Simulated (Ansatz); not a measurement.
# HI (charge -1): vertical spin-state energies

With Ansatz 0.2.0 through its Python package.

Input file `hi.xyz`:
```text
2

H     0.00000    0.00000    0.00000
I     0.00000    0.00000    1.73000
```

Notebook, run cell by cell (the value of a cell's last expression is shown):

In [1]:
```python
from dataclasses import dataclass

import ansatz as az
```

In [2]:
```python
@dataclass
class RunConfig:
    basis: str = "def2-TZVP"
    functional: str = "r2SCAN"
    net_charge: int = -1
```

In [3]:
```python
settings = RunConfig()
```

In [4]:
```python
geometry = az.Crystal.molecule_from_extxyz("hi.xyz")
```

In [5]:
```python
model = geometry.calculation()
model = model.basis(gaussian=settings.basis).functional(settings.functional)
model = model.charge(settings.net_charge)
found = {}
for unpaired in [1, 3]:
    summary = model.spin("collinear", total=unpaired).run().report
    s = unpaired / 2
    found[unpaired] = summary["free_energy_ev"]
    print(f"2S+1 = {unpaired + 1}: E = {found[unpaired]:.5f} eV, <S^2> = {abs(summary['mean_field']['state']['spin_squared']):.3f} (pure state {s * (s + 1):.2f})")
lowest = min(found, key=found.get)
for unpaired, e in found.items():
    print(f"multiplicity {unpaired + 1}: {(e - found[lowest]):.3f} eV above the lowest")
```
```text
2S+1 = 2: E = -8119.80413 eV, <S^2> = 0.755 (pure state 0.75)
2S+1 = 4: E = -8110.81457 eV, <S^2> = 3.756 (pure state 3.75)
multiplicity 2: 0.000 eV above the lowest
multiplicity 4: 8.990 eV above the lowest
```

In order: multiplicity 2 (+0.00 eV) and multiplicity 4 (+8.99 eV), all at the one geometry.

Notes:
- Total energies depend on the basis set; only differences at equal settings carry meaning.
- The geometry is a force-field or estimated start, not a minimum of this method, and the basis set is short of its limit. All parts are taken at fixed geometry, without zero-point energy.
- def2 sets replace the cores of elements past krypton by effective core potentials.
- The species is open-shell (spin multiplicity 2).
- Spin-orbit coupling, which mixes and shifts the spin states of heavy atoms, is left out.
- Anions want diffuse functions, which this basis lacks.
- Run time: 19 s on 1 thread of Arm Neoverse V2, with other jobs on the host, peak memory 0.19 GiB.
